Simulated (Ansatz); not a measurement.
# C₂H₈GeO₂Si: up Jacob's ladder to CCSD(T)

The task here is to estimate one member of a computed series from the others.

Method: functionals in def2-TZVPP, the program's frozen cores in correlated methods; program: Ansatz 0.2.0, Gaussian basis.

The runs, in order: PBE-D4, r2SCAN-D4, PBE0-D4, B3LYP-D4, ωB97X-V, ωB97M-V, B2PLYP; CCSD(T)/def2-TZVPP; MP2/def2-QZVPP; extrapolation to the limit.

## Structure used throughout

All runs share one geometry, relaxed beforehand with PBE0-D4 in a triple-zeta def2 set.

SMILES `O[SiH2]/C=[CH]\[GeH2][OH]`, 14 atoms, charge 0, spin multiplicity 1.

Atoms are counted from 1 here; the program's logs count them from 0.

Bond lengths: O1–Si2 1.655 Å, O1–H7 0.957 Å, Si2–C3 1.849 Å, Si2–H8 1.491 Å, Si2–H9 1.488 Å, C3–C4 1.334 Å, C3–H10 1.092 Å, C4–Ge5 1.944 Å, C4–H11 1.091 Å, Ge5–O6 1.796 Å, Ge5–H12 1.538 Å, Ge5–H13 1.542 Å, O6–H14 0.959 Å. Angles: Si2–O1–H7 118.3°, O1–Si2–C3 105.6°, O1–Si2–H8 109.9°, O1–Si2–H9 111.0°, C3–Si2–H8 111.9°, C3–Si2–H9 110.6°, H8–Si2–H9 107.8°, Si2–C3–C4 124.3°, Si2–C3–H10 117.7°, C4–C3–H10 118.0°, C3–C4–Ge5 129.4°, C3–C4–H11 119.1°, Ge5–C4–H11 111.4°, C4–Ge5–O6 98.5°, C4–Ge5–H12 115.2°, C4–Ge5–H13 114.8°, O6–Ge5–H12 108.0°, O6–Ge5–H13 107.9° and more.

As a file:

```mol
C2H8GeO2Si
  3D, bonds by distance, orders not assigned

 14 13  0  0  0  0  0  0  0  0999 V2000
   -0.7785    0.8268    1.4964 O   0  0
    0.3756   -0.2262    2.0412 Si  0  0
    0.9322   -1.1705    0.5515 C   0  0
    0.5627   -0.8888   -0.6990 C   0  0
   -0.6008    0.5244   -1.3542 Ge  0  0
   -0.3979    0.2393   -3.1154 O   0  0
   -0.7973    1.7103    1.8642 H   0  0
    1.4952    0.5293    2.6717 H   0  0
   -0.1855   -1.1486    3.0647 H   0  0
    1.6016   -2.0180    0.7096 H   0  0
    0.9401   -1.5052   -1.5160 H   0  0
   -2.0913    0.3564   -1.0131 H   0  0
   -0.1151    1.9547   -1.0467 H   0  0
   -0.9411    0.8160   -3.6550 H   0  0
  1  2  8  0
  2  3  8  0
  3  4  8  0
  4  5  8  0
  5  6  8  0
  1  7  8  0
  2  8  8  0
  2  9  8  0
  3 10  8  0
  4 11  8  0
  5 12  8  0
  5 13  8  0
  6 14  8  0
M  END
```

Set-up of the first run:

in.yaml

```yaml
crystal:
  periodic: [false, false, false]
  atoms:
    - {symbol: O, position_ang: [-0.778491, 0.826845, 1.496432]}
    - {symbol: Si, position_ang: [0.375562, -0.226180, 2.041162]}
    - {symbol: C, position_ang: [0.932241, -1.170457, 0.551540]}
    - {symbol: C, position_ang: [0.562746, -0.888816, -0.699024]}
    - {symbol: Ge, position_ang: [-0.600789, 0.524408, -1.354219]}
    - {symbol: O, position_ang: [-0.397876, 0.239297, -3.115425]}
    - {symbol: H, position_ang: [-0.797256, 1.710293, 1.864196]}
    - {symbol: H, position_ang: [1.495179, 0.529253, 2.671698]}
    - {symbol: H, position_ang: [-0.185542, -1.148639, 3.064685]}
    - {symbol: H, position_ang: [1.601603, -2.018017, 0.709580]}
    - {symbol: H, position_ang: [0.940143, -1.505159, -1.515959]}
    - {symbol: H, position_ang: [-2.091251, 0.356412, -1.013050]}
    - {symbol: H, position_ang: [-0.115140, 1.954747, -1.046675]}
    - {symbol: H, position_ang: [-0.941129, 0.815991, -3.654951]}
basis:
  gaussian: {orbitals: def2-TZVPP}
hamiltonian: {xc: pbe, dispersion: d4}
output: {forces: true, orbitals: {seedname: orbitals}}
```

Started as:

```sh
$ ansatz run in.yaml --threads 2 --pin off --events-out ev --progress --plain --max-ram 22528MiB --backend cuda --devices 0, --max-vram 18GiB
```

Among the steps run: PBE-D4 (GGA); r2SCAN-D4 (meta-GGA); PBE0-D4 (hybrid); B3LYP-D4 (hybrid); ωB97X-V (range-separated); ωB97M-V (range-separated); B2PLYP (double hybrid); CCSD(T) in def2-TZVPP; MP2 in def2-QZVPP.

One of the session's tables, all rows but one given; the rest of the session is left out.

```
            method  atomisation energy (kJ/mol)
            PBE-D4                            ?
         r2SCAN-D4                       5092.5
           PBE0-D4                       5051.2
          B3LYP-D4                       5065.8
           ωB97X-V                       5101.0
           ωB97M-V                       5086.8
            B2PLYP                       5023.1
     HF/def2-TZVPP                       3660.4
    MP2/def2-TZVPP                       5056.4
   CCSD/def2-TZVPP                       4900.6
CCSD(T)/def2-TZVPP                       4978.7
           MP2/CBS                       5186.8
       CCSD(T)/CBS                       5109.0
```

Q: Estimate the row for PBE-D4 from the others.

**Answer.** atomisation energy (kJ/mol): 5140.1. In the column «atomisation energy (kJ/mol)» it lies between CCSD(T)/CBS (5109.0) and MP2/CBS (5186.8).

To keep in mind: Free atoms (2 O, 1 Si, 2 C, 1 Ge, 8 H) were run apart at each level; the atomisation energy is their sum less the molecule, without zero-point or spin-orbit terms.
